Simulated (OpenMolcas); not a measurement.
**Ti²⁺ among point charges: CASSCF and CASPT2 levels and susceptibility**

Aim: the splitting of the states of Ti²⁺ in the field of 2 point charges, its lowest levels with spin-orbit coupling and its magnetic susceptibility.

The numbers are computed with OpenMolcas 26.06 (state-averaged CASSCF and CASPT2, spin-orbit coupling by RASSI with atomic mean-field integrals), except any that are marked as measured or tabulated.

## (1) The system

```
Species                           : Ti²⁺ (titanium, Z = 22, 20 electrons)
Basis                             : ANO-RCC-VDZP [5s4p2d1f], 34 functions
Scalar Hamiltonian                : DKH2, point nucleus
Inactive shells                   : 1s 2s 2p 3s 3p
Active space                      : 2 electrons in 5 orbitals (3d)
Some configurations of this space : 3d2
Orbitals                          : optimised for each spin and parity, averaged over all roots
```

The outer shells:

3d2
```
3d [↑ ][↑ ][  ][  ][  ]
```

The ion sits among 2 point charges of -0.65 e arranged as a linear pair (D∞h), 1.88 Å from the ion.

Each step is its own input file, run in one work folder so that later steps find the files of earlier ones. Labels, J, g values, rates, χT and fits are worked out afterwards by a script from the matrices that RASSI stores. The input lists half of the charges; inversion (Group=XYZ) makes the rest.

## (2) Basis and integrals

a.inp reads:

```
&GATEWAY
Coord
1

Ti 0.0 0.0 0.0
Basis=ANO-RCC-VDZP
Group=XYZ
NoMove
AngMom=0.0 0.0 0.0
AMFI
XField
1 Angstrom 0
0.000000 0.000000 1.880000 -0.650000
&SEWARD
```

Launch:

```sh
OMP_NUM_THREADS=1 MOLCAS_MEM=1689 MOLCAS_PROJECT=a pymolcas a.inp > a.log
```

## (3) CASSCF: triplets of even parity, 10 roots

a.inp reads:

```
&RASSCF
FileOrb=start.orb
Symmetry=1
Spin=3
nActEl=2 0 0
Inactive=3 6
Ras2=5 0
CIRoot=10 10 1
SDav=10
CIMx=300
Iter=120 100
PrWF=0.3
OrbListing=Nothing
MaxOrb=0
>>> COPY $Project.JobIph JOB001
```

start.orb holds the contracted functions of the basis, ordered by shell, or the orbitals of the step before.

## (4) CASSCF: singlets of even parity, 15 roots

a.inp reads:

```
&RASSCF
FileOrb=start.orb
Symmetry=1
Spin=1
nActEl=2 0 0
Inactive=3 6
Ras2=5 0
CIRoot=15 15 1
SDav=15
CIMx=300
Iter=120 100
PrWF=0.3
OrbListing=Nothing
MaxOrb=0
>>> COPY $Project.JobIph JOB002
```

## (5) State interaction with spin-orbit coupling

a.inp reads:

```
&RASSI
NrOfJobIphs=2 10 15
1 2 3 4 5 6 7 8 9 10
1 2 3 4 5 6 7 8 9 10 11 12 13 14 15
IphNames
JOB001
JOB002
EJob
SpinOrbit
DIPRint=1.0
SOCoupling=1000.0
Subsets=2
Property=9
'ANGMOM' 1 'ANGMOM' 2 'ANGMOM' 3 'MLTPL  1' 1 'MLTPL  1' 2 'MLTPL  1' 3
'AMFI' 1 'AMFI' 2 'AMFI' 3
SOProperty=3
'ANGMOM' 1 'ANGMOM' 2 'ANGMOM' 3
```

## (6) CASPT2: IPEA 0.25, imaginary shift 0.1 (closed shells correlated: 3s 3p)

a.inp reads:

```
>>> COPY JOB001 $Project.JobIph
&CASPT2
Multistate=10 1 2 3 4 5 6 7 8 9 10
NoMult
Frozen=2 3
IPEA=0.25
Imaginary=0.1
MaxIter=60
WThr=0.0 0.3 0.05
PrWF=0.5
NoMix
>>> COPY JOB002 $Project.JobIph
&CASPT2
Multistate=15 1 2 3 4 5 6 7 8 9 10 11 12 13 14 15
NoMult
Frozen=2 3
IPEA=0.25
Imaginary=0.1
MaxIter=60
WThr=0.0 0.3 0.05
PrWF=0.5
NoMix
```

(Steps that only read results are left out.)

Q: Predict the outcome of this session. Wanted: spin-free ground state; first state of the same spin within the active space; lowest level; next level.

**Answer**, as computed:

```
                                            quantity                                                                        value
                                              method  SS-CASPT2, IPEA 0.25, imaginary shift 0.1 (closed shells correlated: 3s 3p)
                              spin-free ground state                                             3Phi, 2-fold in its orbital part
first state of the same spin within the active space                                                           3Sigma at 882 cm⁻¹
                                        lowest level                                                 2-fold, g = 0.00, 0.00, 2.00
                                          next level                                                                   188.7 cm⁻¹
                                         χT at 300 K                                                               1.30 cm³ K/mol
                           effective moment at 300 K                                                                      3.22 μB
```

Cost by method:

```csv
method,time of its own steps,time with the reference
A. CASSCF,5.8 s,5.8 s
"B. SS-CASPT2, IPEA 0.25, imaginary shift 0.1, +3s 3p",2.2 s,7.9 s
```

Times are of one thread on a shared host.

In words: The spin-free ground state (3Phi) comes to 100 % from free-ion F terms and keeps the highest spin of the shell. χT at 300 K is 1.30, against 1.00 cm³ K/mol for the spin alone, so orbital moment adds to it. CASPT2 does not keep the components of a term degenerate, and the means are used. The field of point charges can differ much from that of real complexes. This is an electrostatic model: the charges have no orbitals.
